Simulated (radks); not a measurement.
# The Coulomb parameter U of the 4d shell of Nb

Aim: U as the second difference [E(n + 0.5) + E(n − 0.5) − 2E(n)]/0.5², with all orbitals relaxed. Bare: the atom's charge changes with n. Screened: the 5p shell takes up the change. The start is a model configuration, not necessarily the ground state.

Method: Dirac Kohn-Sham, PBEsol, spin-unpolarised, spherical densities, finite nucleus; open shells are shared between the two j in proportion to 2j + 1. Code: radks (a radial shooting solver on a logarithmic mesh, Libxc functionals) version 1.

### Step 1. The atom as given

| Property | Result |
| --- | --- |
| element | niobium (Z = 41) |
| charge | 0 |
| electrons | 41 |
| configuration | [Kr] 4d2.5 5s1 5p1.5 |
| nuclear rms radius | 4.324 fm |

### Step 2. Start: [Kr] 4d2.5 5s1 5p1.5

Input:

```text
Z 41
configuration [Kr] 4d2.5 5s1 5p1.5
relativity Dirac
functional pbe_sol,pbe_sol
spin unpolarised
j_filling average
nucleus finite rms 4.324 fm
c 137.035999084
```

### Step 3. Bare +0.5: [Kr] 4d3 5s1 5p1.5

Changes since step 2:

```diff
@@ -1,3 +1,3 @@
 Z 41
-configuration [Kr] 4d2.5 5s1 5p1.5
+configuration [Kr] 4d3 5s1 5p1.5
 relativity Dirac
```

### Step 4. Bare -0.5: [Kr] 4d2 5s1 5p1.5

Changes since step 3:

```diff
@@ -1,3 +1,3 @@
 Z 41
-configuration [Kr] 4d3 5s1 5p1.5
+configuration [Kr] 4d2 5s1 5p1.5
 relativity Dirac
```

### Step 5. Screened +0.5: [Kr] 4d3 5s1 5p1

Changes since step 4:

```diff
@@ -1,3 +1,3 @@
 Z 41
-configuration [Kr] 4d2 5s1 5p1.5
+configuration [Kr] 4d3 5s1 5p1
 relativity Dirac
```

### Step 6. Screened -0.5: [Kr] 4d2 5s1 5p2

Changes since step 5:

```diff
@@ -1,3 +1,3 @@
 Z 41
-configuration [Kr] 4d3 5s1 5p1
+configuration [Kr] 4d2 5s1 5p2
 relativity Dirac
```

Before running it: what results should come out?

The runs gave:

```csv
quantity,value (eV)
"U, bare",8.092
"U, screened by 5p",2.104
"F0(4d,4d), frozen orbitals",12.865
```

What this shows: Relaxing the orbitals brings U down to 63 % of the Slater integral F0. Letting 5p compensate leaves 26 % of the bare value; this second difference measures U(4d,4d) + U(5p,5p) − 2U(4d,5p). The step up makes a negative ion, whose loosely bound charge lowers the bare value. A solid screens further than the bare atom, so the bare value is an upper guide for the U of a crystal.
